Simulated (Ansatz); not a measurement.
Run this with the Ansatz DFT code, driven from Python and show what comes out.

The script, `edit_li2hfn2.py`:
```python
"""Keys set on an Input object, for Li2HfN2."""

import warnings

import ansatz

CUTOFF = 550
KMESH = (12, 12, 4)
SMEARING = "fermi_dirac"
SIGMA = 0.01
FUNCTIONAL = "r2scan"

warnings.simplefilter("ignore", ansatz.DeckWarning)

cell = (
    ansatz.Lattice.from_parameters(3.237121, 3.237121, 5.423595, alpha=90, beta=90, gamma=120)
    .space_group(164)
    .atom("Li", (2 / 3, 1 / 3, 0.382789))
    .atom("Hf", (0.0, 0.0, 0.0))
    .atom("N", (2 / 3, 1 / 3, 0.779385))
)

setup = (
    cell.calculation()
    .basis(CUTOFF)
    .kpoints(*KMESH)
    .occupations(SMEARING, width=SIGMA)
    .functional(FUNCTIONAL)
    .band_table()
)
typed = setup.input()
rows = []
for value in [4, 6, 9]:
    edited = typed.set(ansatz.key.basis.ecutrho_ratio, value)
    data = ansatz.Session.from_dict(edited).plan().execute().report
    rows.append((value, data["free_energy_ev"], data["n_iterations"], len(data["eigenvalues_ev"][0]) if "eigenvalues_ev" in data else 0))
lines = [",".join(["density ratio", "F eV", "iterations", "bands listed"])] + [",".join(f"{v:.4f}" if isinstance(v, float) else str(v) for v in row) for row in rows]
print("\n".join(lines))
with open("edit.csv", "w") as handle:
    handle.write("\n".join(lines) + "\n")
```

```console
$ python edit_li2hfn2.py
density ratio,F eV,iterations,bands listed
4,-16919.7388,8,25
6,-16919.7388,8,25
9,-16919.7388,8,25
```

Absolute energies stand on the zero of these potentials, so only differences at equal settings mean something. A total without «per atom» is that of the whole cell that was run. No spin polarisation was allowed. Spin-orbit coupling, which matters for elements this heavy, is left out. The structure comes from a database of computed cells and needn't be a stable or known phase. Wall time of the script: 36 s on 1 thread of Arm Neoverse V2, on a shared host, peak memory 0.82 GiB.
